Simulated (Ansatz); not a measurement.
# Cu(PH3)(NH2) (CuH₅NP): geometry, orbitals and charge

What does Cu(PH3)(NH2) (CuH₅NP) look like as a singlet, and where do its frontier electrons sit?

The runs use Ansatz 0.2.0, Gaussian basis; RKS PBE0-D4/def2-TZVP.

Levels to be run: relaxation at PBE-D4/def2-TZVP; a search for the lowest solution at PBE0-D4/def2-SVP; a single point at PBE0-D4/def2-TZVP.

**1. The starting structure**

8 atoms, charge 0, spin multiplicity 1.

Atoms are counted from 1 here; the program's logs count them from 0.

Bond lengths: Cu1–P2 2.160 Å, Cu1–N6 1.791 Å, P2–H3 1.383 Å, P2–H4 1.387 Å, P2–H5 1.383 Å, N6–H7 1.009 Å, N6–H8 1.009 Å. Angles: P2–Cu1–N6 179.7°, Cu1–P2–H3 121.0°, Cu1–P2–H4 122.5°, Cu1–P2–H5 121.8°, H3–P2–H4 94.7°, H3–P2–H5 95.3°, H4–P2–H5 94.5°, Cu1–N6–H7 126.1°, Cu1–N6–H8 125.8°, H7–N6–H8 108.1°.

As a file:

```xyz
8
CuH5NP
Cu    0.0081    0.0090   -0.5337
P     0.0010   -0.0107    1.6266
H    -1.0748   -0.5199    2.3303
H     0.0929    1.1482    2.3831
H     0.9629   -0.6899    2.3525
N     0.0051    0.0279   -2.3247
H     0.8190    0.0054   -2.9204
H    -0.8142    0.0299   -2.9136
```

Formally the metal is d10. No spin-orbit coupling is included.

The start is a GFN2-xTB geometry.

**2. Optimising with PBE-D4/def2-TZVP**

File in.yaml:

```yaml
crystal:
  periodic: [false, false, false]
  atoms:
    - {symbol: Cu, position_ang: [0.008140, 0.008990, -0.533720]}
    - {symbol: P, position_ang: [0.001030, -0.010670, 1.626570]}
    - {symbol: H, position_ang: [-1.074780, -0.519850, 2.330280]}
    - {symbol: H, position_ang: [0.092870, 1.148180, 2.383060]}
    - {symbol: H, position_ang: [0.962870, -0.689880, 2.352520]}
    - {symbol: N, position_ang: [0.005100, 0.027940, -2.324730]}
    - {symbol: H, position_ang: [0.818980, 0.005430, -2.920420]}
    - {symbol: H, position_ang: [-0.814220, 0.029850, -2.913560]}
basis:
  gaussian: {orbitals: def2-TZVP}
hamiltonian: {xc: pbe, dispersion: d4}
scf: {lower_state_search: "off"}
output: {orbitals: {seedname: orbitals}}
relax: {f_tol: 0.02, max_steps: 100}
```

Started as:

```console
> ansatz run in.yaml --threads 4 --pin off --events-out ev --progress --plain --max-ram 3916MiB
```

What it wrote:

```text
Functional definition: PBE
  name "PBE"
  cite "Perdew, Burke & Ernzerhof, Phys. Rev. Lett. 77, 3865 (1996) doi:10.1103/PhysRevLett.77.3865"
  parent pbe
  parameter kappa = 0.804
  parameter beta = 0.06672455060314922
  exchange = pbe_x(kappa = kappa, mu = beta*pi^2/3)
  correlation = pbe_c(beta = beta)
these checks for a lower state are left out or cut short: stability, starts, cluster_reference, orbital_swaps, neighbouring_geometries, increment
1098 factors; their error is unknown
mean field evaluation 1: about -55476.0178 eV, gradient 8.6e1 eV
mean field evaluation 2: about -55063.6814 eV, gradient 5.4e2 eV
mean field evaluation 4: about -55485.0472 eV, gradient 6.2e1 eV
mean field evaluation 8: about -55489.7767 eV, gradient 7.2e-1 eV
mean field evaluation 16: about -55489.7396 eV, gradient 7.7e-4 eV
mean field -55489.73960639 eV, -2039.2103182383 hartree, gradient 9.3e-6 eV, S^2 0.000000; 0 other end points of the search recorded, 0 dependent functions left out
the calculation of the forces begins
reference -55489.73965893 eV, -2039.2103201692 hartree; 28, 28 occupied and 115, 115 virtual orbitals, 1098 factors
relax step   1: F+E_penalty+E_count = -55489.87803208 eV  Δ(F+E_penalty+E_count) = +0.000e0 eV  max|allowed force component| = 1.376e0 eV/Å  Δτ_max = 0.0000 Å  (20 SCF iters, accepted)
these checks for a lower state are left out or cut short: stability, starts, cluster_reference, orbital_swaps, neighbouring_geometries, increment
1098 factors; their error is unknown
mean field -55489.80899682 eV, -2039.2128682896 hartree, gradient 6.9e-7 eV, S^2 0.000000; 0 other end points of the search recorded, 0 dependent functions left out
the calculation of the forces begins
reference -55489.80904937 eV, -2039.2128702209 hartree; 28, 28 occupied and 115, 115 virtual orbitals, 1098 factors
relax step   2: F+E_penalty+E_count = -55489.94783455 eV  Δ(F+E_penalty+E_count) = -6.980e-2 eV  max|allowed force component| = 6.349e-1 eV/Å  Δτ_max = 0.0597 Å  (22 SCF iters, accepted)
these checks for a lower state are left out or cut short: stability, starts, cluster_reference, orbital_swaps, neighbouring_geometries, increment
1098 factors; their error is unknown
mean field evaluation 32: about -55489.8573 eV, gradient 2.9e-2 eV
mean field -55489.82052102 eV, -2039.2132917961 hartree, gradient 6.9e-7 eV, S^2 0.000000; 0 other end points of the search recorded, 0 dependent functions left out
the calculation of the forces begins
reference -55489.82057358 eV, -2039.2132937279 hartree; 28, 28 occupied and 115, 115 virtual orbitals, 1098 factors
relax step   3: F+E_penalty+E_count = -55489.95982557 eV  Δ(F+E_penalty+E_count) = -1.199e-2 eV  max|allowed force component| = 1.445e-1 eV/Å  Δτ_max = 0.0362 Å  (22 SCF iters, accepted)
these checks for a lower state are left out or cut short: stability, starts, cluster_reference, orbital_swaps, neighbouring_geometries, increment
1098 factors; their error is unknown
mean field -55489.82933033 eV, -2039.2136155324 hartree, gradient 3.0e-6 eV, S^2 0.000000; 0 other end points of the search recorded, 0 dependent functions left out
the calculation of the forces begins
reference -55489.82938260 eV, -2039.2136174532 hartree; 28, 28 occupied and 115, 115 virtual orbitals, 1098 factors
relax step   4: F+E_penalty+E_count = -55489.96866512 eV  Δ(F+E_penalty+E_count) = -8.840e-3 eV  max|allowed force component| = 9.796e-1 eV/Å  Δτ_max = 0.1203 Å  (20 SCF iters, accepted)
these checks for a lower state are left out or cut short: stability, starts, cluster_reference, orbital_swaps, neighbouring_geometries, increment
1098 factors; their error is unknown
mean field -55489.82703642 eV, -2039.2135312326 hartree, gradient 2.8e-6 eV, S^2 0.000000; 0 other end points of the search recorded, 0 dependent functions left out
the calculation of the forces begins
reference -55489.82708860 eV, -2039.2135331504 hartree; 28, 28 occupied and 115, 115 virtual orbitals, 1098 factors
relax step   5: F+E_penalty+E_count = -55489.96434012 eV  Δ(F+E_penalty+E_count) = +4.325e-3 eV  max|allowed force component| = 1.025e0 eV/Å  Δτ_max = 0.1106 Å  (21 SCF iters, rejected (line search))
these checks for a lower state are left out or cut short: stability, starts, cluster_reference, orbital_swaps, neighbouring_geometries, increment
1098 factors; their error is unknown
mean field -55489.85109633 eV, -2039.2144154180 hartree, gradient 7.6e-7 eV, S^2 0.000000; 0 other end points of the search recorded, 0 dependent functions left out
the calculation of the forces begins
reference -55489.85114852 eV, -2039.2144173362 hartree; 28, 28 occupied and 115, 115 virtual orbitals, 1098 factors
relax step   6: F+E_penalty+E_count = -55489.98934316 eV  Δ(F+E_penalty+E_count) = -2.068e-2 eV  max|allowed force component| = 5.951e-2 eV/Å  Δτ_max = 0.0553 Å  (22 SCF iters, accepted)
these checks for a lower state are left out or cut short: stability, starts, cluster_reference, orbital_swaps, neighbouring_geometries, increment
1098 factors; their error is unknown
mean field evaluation 64: about -55489.8515 eV, gradient 6.7e-7 eV
mean field -55489.85147554 eV, -2039.2144293539 hartree, gradient 6.7e-7 eV, S^2 0.000000; 0 other end points of the search recorded, 0 dependent functions left out
the calculation of the forces begins
reference -55489.85152775 eV, -2039.2144312726 hartree; 28, 28 occupied and 115, 115 virtual orbitals, 1098 factors
relax step   7: F+E_penalty+E_count = -55489.98982757 eV  Δ(F+E_penalty+E_count) = -4.844e-4 eV  max|allowed force component| = 1.276e-2 eV/Å  Δτ_max = 0.0124 Å  (24 SCF iters, accepted)
Total energy: -55489.98987978 eV, -2039.2195156159 hartree
Atom 0 at     0.006921     0.096748    -0.537763 Å, force    -0.001025     0.009592    -0.001894 eV/Å
Atom 1 at     0.001095     0.020777     1.600321 Å, force     0.000240    -0.004683    -0.006679 eV/Å
Atom 2 at    -1.119633    -0.564529     2.252903 Å, force    -0.000019    -0.000168     0.000035 eV/Å
Atom 3 at     0.094939     1.179042     2.428720 Å, force    -0.000116    -0.000462    -0.001067 eV/Å
Atom 4 at     1.006174    -0.740623     2.259726 Å, force     0.000386     0.000270     0.000879 eV/Å
Atom 5 at     0.009020     0.267909    -2.355388 Å, force     0.000296    -0.007133    -0.001693 eV/Å
Atom 6 at     0.817739    -0.146350    -2.824545 Å, force     0.012765     0.000500     0.004839 eV/Å
Atom 7 at    -0.816265    -0.112983    -2.823974 Å, force    -0.012528     0.002085     0.005581 eV/Å
Dipole moment:    -0.006247    -0.228051     0.886984 e Å
Checks for a lower state left out: stability, starts, cluster_reference, orbital_swaps, neighbouring_geometries, increment
```

Wall time 12 s (4 threads of Arm Neoverse N1, shared host).

The steps of the relaxation: (the energy doesn't fall at every step)

```tsv
step	energy from step 1 (eV)	largest force component (eV/Å)
1	0.0000	1.3762
2	-0.0698	0.6349
3	-0.0818	0.1445
4	-0.0906	0.9796
5	-0.0863	1.0250
6	-0.1113	0.0595
7	-0.1118	0.0128
```

Close pairs (by a distance rule), those that changed most:

```tsv
bond	before (Å)	after (Å)	change (Å)
P2–H4	1.387	1.427	+0.040
P2–H3	1.383	1.423	+0.040
P2–H5	1.383	1.423	+0.040
Cu1–N6	1.791	1.826	+0.035
Cu1–P2	2.160	2.139	-0.021
N6–H7	1.009	1.023	+0.014
N6–H8	1.009	1.023	+0.014
```

Bonds by kind at the end (by distance):

```tsv
bond	count	shortest (Å)	longest (Å)
Cu–P	1	2.139	2.139
Cu–N	1	1.826	1.826
H–P	3	1.423	1.427
H–N	2	1.023	1.023
```

**3. Searching for the lowest solution, PBE0-D4/def2-SVP**

start.molden holds the orbitals of an earlier run on this state, given as this run's starting guess.

File in.yaml:

```yaml
crystal:
  periodic: [false, false, false]
  atoms:
    - {symbol: Cu, position_ang: [0.006921, 0.096748, -0.537763]}
    - {symbol: P, position_ang: [0.001095, 0.020777, 1.600321]}
    - {symbol: H, position_ang: [-1.119633, -0.564529, 2.252903]}
    - {symbol: H, position_ang: [0.094939, 1.179042, 2.428720]}
    - {symbol: H, position_ang: [1.006174, -0.740623, 2.259726]}
    - {symbol: N, position_ang: [0.009020, 0.267909, -2.355388]}
    - {symbol: H, position_ang: [0.817739, -0.146350, -2.824545]}
    - {symbol: H, position_ang: [-0.816265, -0.112983, -2.823974]}
basis:
  gaussian: {orbitals: def2-SVP, initial_orbitals: start.molden}
hamiltonian: {xc: pbe0, dispersion: d4}
output: {orbitals: {seedname: orbitals}}
```

Same command.

What it wrote:

```text
Functional definition: PBE0
  name "PBE0"
  cite "Adamo & Barone, J. Chem. Phys. 110, 6158 (1999) doi:10.1063/1.478522"
  cite "Perdew, Burke & Ernzerhof, Phys. Rev. Lett. 77, 3865 (1996) doi:10.1103/PhysRevLett.77.3865"
  parent pbe
  parameter a = 0.25
  parameter kappa = 0.804
  parameter beta = 0.06672455060314922
  exchange = (1 - a)*pbe_x(kappa = kappa, mu = beta*pi^2/3) + a*exact_x
  correlation = pbe_c(beta = beta)
911 factors; integrals over basis functions are off by at most 8.1e-4 eV
mean field evaluation 1: about -55477.7277 eV, gradient 1.9e1 eV
mean field evaluation 2: about -55478.3046 eV, gradient 9.9e-1 eV
mean field evaluation 4: about -55478.4852 eV, gradient 2.0e-2 eV
mean field evaluation 8: about -55468.8631 eV, gradient 6.9e1 eV
mean field evaluation 16: about -55478.4851 eV, gradient 2.0e-1 eV
mean field -55478.48524924 eV, -2038.7967282416 hartree, gradient 5.6e-5 eV, S^2 0.000000; 1 other end points of the search recorded, 0 dependent functions left out
reference -55478.48528796 eV, -2038.7967296646 hartree; 28, 28 occupied and 60, 60 virtual orbitals, 911 factors
Total energy: -55478.60226972 eV, -2038.8010286651 hartree
```

Run time: 1.9 s. Hardware: 4 threads of Arm Neoverse N1, shared host.

From the report: HOMO -4.72 eV, LUMO -0.04 eV.

**4. Single point, PBE0-D4/def2-TZVP**

Edit in.yaml of step 3 so:

```diff
@@ -12,4 +12,5 @@
 basis:
-  gaussian: {orbitals: def2-SVP, initial_orbitals: start.molden}
+  gaussian: {orbitals: def2-TZVP, initial_orbitals: start.molden}
 hamiltonian: {xc: pbe0, dispersion: d4}
+scf: {omitted_lower_state_checks: [starts]}
 output: {orbitals: {seedname: orbitals}}
```

The command is unchanged.

What it wrote:

```text
Functional definition: PBE0
  name "PBE0"
  cite "Adamo & Barone, J. Chem. Phys. 110, 6158 (1999) doi:10.1063/1.478522"
  cite "Perdew, Burke & Ernzerhof, Phys. Rev. Lett. 77, 3865 (1996) doi:10.1103/PhysRevLett.77.3865"
  parent pbe
  parameter a = 0.25
  parameter kappa = 0.804
  parameter beta = 0.06672455060314922
  exchange = (1 - a)*pbe_x(kappa = kappa, mu = beta*pi^2/3) + a*exact_x
  correlation = pbe_c(beta = beta)
these checks for a lower state are left out or cut short: starts
1199 factors; their error is unknown
mean field evaluation 1: about -55487.8304 eV, gradient 1.3e2 eV
mean field evaluation 2: about -55490.2790 eV, gradient 4.2e0 eV
mean field evaluation 4: about -55490.3769 eV, gradient 3.8e-4 eV
mean field -55490.42249109 eV, -2039.2354137883 hartree, gradient 5.0e-5 eV, S^2 0.000000; 0 other end points of the search recorded, 0 dependent functions left out
reference -55490.42252953 eV, -2039.2354152010 hartree; 28, 28 occupied and 115, 115 virtual orbitals, 1199 factors
Total energy: -55490.53951129 eV, -2039.2397142015 hartree
Checks for a lower state left out: starts
```

Wall time 2.5 s (4 threads of Arm Neoverse N1, shared host).

From the report: HOMO -5.26 eV, LUMO -0.54 eV.

Mulliken charges, from this run's orbitals:

```tsv
atom	value (e)
Cu1	-0.04
P2	-0.01
H3	0.11
H4	0.10
H5	0.11
N6	-0.71
H7	0.22
H8	0.22
```

Largest Mayer bond orders: Cu1–N6 1.01; P2–H3 0.94; P2–H5 0.94; N6–H7 0.93; N6–H8 0.93; P2–H4 0.92; Cu1–P2 0.90.

**5. Results**

```
                                         quantity             value
                                      point group                C1
                     near neighbours of the metal  P 2.14, N 1.83 Å
                  HOMO, LUMO at PBE0-D4/def2-TZVP   -5.26, -0.54 eV
charge on the metal (Mulliken, PBE0-D4/def2-TZVP)           -0.04 e
                       dipole at PBE-D4/def2-TZVP            4.40 D
```

**Reading.** The molecule keeps its bonding pattern by the stored test; the atoms moved 0.14 Å (rms). The metal has 2 near neighbours by the distance rule, from 1.83 to 2.14 Å. The Mulliken charge of the metal, -0.04 e, depends on the basis and isn't its oxidation state. No usable vibrations, so a minimum isn't proven. Whether this spin is the lowest isn't tested here. The point group is read from a loosely relaxed geometry; soft torsions can leave it below the true symmetry.
